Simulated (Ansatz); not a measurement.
# TiC: response to strain

Aim: deform TiC (equal xx and yy strain of +3 %) and compute stress, forces and field gradients with LAPW, PAW and all-electron datasets made for the crystal.

Method: DFT PBEsol, scalar-relativistic, in Ansatz 0.2.0.

### 1 Starting point

The structure is cubic, space group Fm-3m (No. 225). Conventional cell: a = 4.328 Å, b = 4.328 Å, c = 4.328 Å, α = 90.00°, β = 90.00°, γ = 90.00°. Around Ti (site symmetry m-3m) lie 6 C at 2.16 Å. Around C (site symmetry m-3m) lie 6 Ti at 2.16 Å.

Coordinates:

```
Ti C
1.0
     0.00000    2.16400    2.16400
     2.16400    0.00000    2.16400
     2.16400    2.16400    0.00000
Ti C
1 1
Cartesian
  0.0000 0.0000 0.0000
  2.1640 2.1640 2.1640
```

Atoms are numbered in the order of the input: Ti1, C2.

### 2 After the deformation

Space group Fm-3m before, I4/mmm after.

### 3 LAPW, all electrons

input.yaml reads:

```yaml
crystal:
  lattice:
    - [0.0, 2.22892, 2.164]
    - [2.22892, 0.0, 2.164]
    - [2.22892, 2.22892, 0.0]
  atoms:
    - { symbol: Ti, position: [0.0, 0.0, 0.0] }
    - { symbol: C, position: [0.5, 0.5, 0.5] }
kpoints:
  mp_grid: { grid: [16, 16, 16] }
  band_path:
    path:
      - [0.0, 0.0, 0.0]
      - [0.0, 0.5, 0.5]
      - [0.25, 0.75, 0.5]
      - [0.0, 0.5, 0.0]
      - [0.0, 0.0, 0.0]
      - [0.5, 0.5, 0.0]
      - [0.3826125, 0.6173875, 0.0]
      - [-0.3826125, 0.3826125, 0.0]
      - [0.0, 0.0, 0.0]
    npoints: 5
scf:
  occupations: { method: fermi_dirac, width: 0.03 }
hamiltonian:
  xc: pbesol
  pseudopotentials: { kind: all_electron, lapw: { basis_error: 0.001 } }
output:
  forces: true
  stress: true
  eigenvalues: true
```

The run is started by

```sh
ansatz run input.yaml --threads 1 --pin off --max-ram 3072MiB --backend cpu --events-out ev --progress --plain --runs-dir out
```

### 4 PAW with frozen cores

input.yaml reads:

```yaml
crystal:
  lattice:
    - [0.0, 2.22892, 2.164]
    - [2.22892, 0.0, 2.164]
    - [2.22892, 2.22892, 0.0]
  atoms:
    - { symbol: Ti, position: [0.0, 0.0, 0.0] }
    - { symbol: C, position: [0.5, 0.5, 0.5] }
kpoints:
  mp_grid: { grid: [16, 16, 16] }
scf:
  occupations: { method: fermi_dirac, width: 0.03 }
hamiltonian:
  xc: pbesol
  pseudopotentials: { kind: paw }
output:
  forces: true
  stress: true
  eigenvalues: true
  efg: { contact_densities: true }
  write_density: true
  write_potential: true
  elf: true
  volumetric_format: npy
```

### 5 Datasets made for this crystal

Edit input.yaml of step 4 so:

```diff
@@ -14,3 +14,3 @@
   xc: pbesol
-  pseudopotentials: { kind: paw }
+  pseudopotentials: { kind: all_electron, datasets: crystal }
 output:
@@ -20,5 +20 @@
   efg: { contact_densities: true }
-  write_density: true
-  write_potential: true
-  elf: true
-  volumetric_format: npy
```

(Steps that only read results are left out.)

Q: Predict the outcome of this session. Wanted: pressure; largest shear or deviatoric stress.

**Answer**, as computed:

| quantity | value |
| --- | --- |
| pressure | LAPW -18.50, PAW -18.47, crystal datasets -18.50 GPa |
| largest shear or deviatoric stress (LAPW) | 5.90 GPa |

The largest part of the stress beyond the pressure is 5.90 GPa in size, in the zz component; the atoms are carried along and not relaxed. No run of the undeformed cell stands beside it, so the pressure holds what the given cell had before the change. PAW: stress within 0.04 GPa of LAPW. Crystal datasets: stress within 0.01 GPa of LAPW.
